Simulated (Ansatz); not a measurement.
## a series on the perovskite structure: YBRh3, LaBRh3, LuBRh3: a table of relaxed lattice constants and trends, step by step

Computed with the Python package of Ansatz (0.2.0).

The cells in order, each with its output:

**Cell 1**
```python
import warnings

import ansatz as az
import matplotlib.pyplot as plt
import numpy as np
import pandas as pd
```

**Cell 2**
```python
TOLERANCE = 1e-07
MAX_ITERATIONS = 60
BETA = 0.6
XC = 'PBEsol'
KSPACING = 0.39
OCCUPATIONS = 'fermi_dirac'
SMEARING_WIDTH = 0.1
```

**Cell 3**
```python
def perovskite(first, second, third, a):
    return (
        az.Lattice.cubic(a)
        .space_group(221)
        .atom(first, (0, 0, 0))
        .atom(second, (0.5, 0.5, 0.5))
        .atom(third, (0.5, 0.5, 0))
    )
```

**Cell 4**
```python
def solve(name, crystal, relax=True):
    calc = (
        crystal.calculation()
        .scf(tolerance=TOLERANCE, max_iterations=MAX_ITERATIONS)
        .mixing('anderson', ndim=12, beta=BETA)
        .functional(XC)
        .accuracy('low')
        .basis(18 * az.Ha, density_ratio=6)
        .kpoints(spacing=KSPACING)
        .occupations(OCCUPATIONS, width=SMEARING_WIDTH)
        .stress()  # positive in compression
        .band_table()
    )
    if relax:
        calc = calc.relax(force_tolerance=0.03, max_steps=40, cell=True)
    return calc.run(threads=1)

def bulk_modulus(name, outcome, step=0.02):
    # B = -V dP/dV from the pressures of two uniformly scaled cells, atoms held at their fractions
    pressure = []
    for factor in (1 - step, 1.0, 1 + step):
        cell = az.Crystal(lattice=az.Lattice.of(outcome.lattice.cell_ang * factor ** (1 / 3)))
        for site in outcome.report['lattice']['sites']:
            cell = cell.atom(site['symbol'], site['position_frac'])
        pressure.append(np.trace(solve(name, cell, relax=False).report['stress_gpa']) / 3)
    slope, bend = (pressure[0] - pressure[2]) / (2 * step), abs(pressure[0] + pressure[2] - 2 * pressure[1])
    # a jump of mesh or basis between the cells shows as a kink: no modulus then
    return float(slope) if bend < 12 * step**2 * abs(slope) + 0.15 and abs(pressure[1]) < 1.5 else float('nan')
```

**Cell 5**
```python
def volume_per_atom(outcome):
    return abs(np.linalg.det(outcome.lattice.cell_ang)) / len(outcome.lattice.sites)

# the lattice constants below are starting guesses
warnings.simplefilter('ignore', az.DeckWarning)
```

**Cell 6**
```python
phases = {}
phases['YBRh3'] = perovskite('Y', 'B', 'Rh', 4.14)
phases['LaBRh3'] = perovskite('La', 'B', 'Rh', 4.24)
phases['LuBRh3'] = perovskite('Lu', 'B', 'Rh', 4.12)
```

**Cell 7**
```python
done = {}
for name, crystal in phases.items():
    try:
        done[name] = solve(name, crystal)
    except az.NonConvergedError as error:
        print(name, 'did not converge:', str(error)[:120])
```

**Cell 8**
```python
rows = [(name, float(np.linalg.norm(o.lattice.cell_ang[0])), volume_per_atom(o), bulk_modulus(name, o)) for name, o in done.items()]
print(pd.DataFrame(rows, columns=['compound', 'a (A)', 'V (A^3/atom)', 'B (GPa)']).round(4).to_string(index=False))
plt.figure(figsize=(4.5, 3))
plt.bar([row[0] for row in rows], [row[2] for row in rows])
plt.ylabel('V (A^3/atom)')
plt.tight_layout()
plt.savefig('series.png', dpi=100)
```
Output:
```text
compound  a (A)  V (A^3/atom)  B (GPa)
   YBRh3 4.1494       14.2885 201.6549
  LaBRh3 4.2253       15.0869 186.5226
  LuBRh3 4.1210       13.9968 210.0693
```

From smallest to largest: LuBRh3 (14.00 Å³), YBRh3 (14.29 Å³) and LaBRh3 (15.09 Å³). The largest is 8 % above the smallest.

Reading the output:
- The settings weren't tested for convergence.
- For the metals among these phases the mesh is modest: differences between phases can be off by up to 40 meV an atom.
- The program warned that this SCF threshold is loose for forces or stresses.
- The bulk modulus is taken at fixed shape and positions, an upper value where these are free.
- Pressure is positive in compression.
- The cells are built on a prototype by substitution; a member may or may not take this structure in nature.
- The script silences the warnings on its input, which a real study should read.
- The whole script took 70 s on 1 thread of Intel(R) Xeon(R) Platinum 8259CL CPU @ 2.50GHz (Skylake/Cascade Lake), on a shared host, peak memory 0.61 GiB.

(Lines on the test bed's own set-up are left out of the output.)
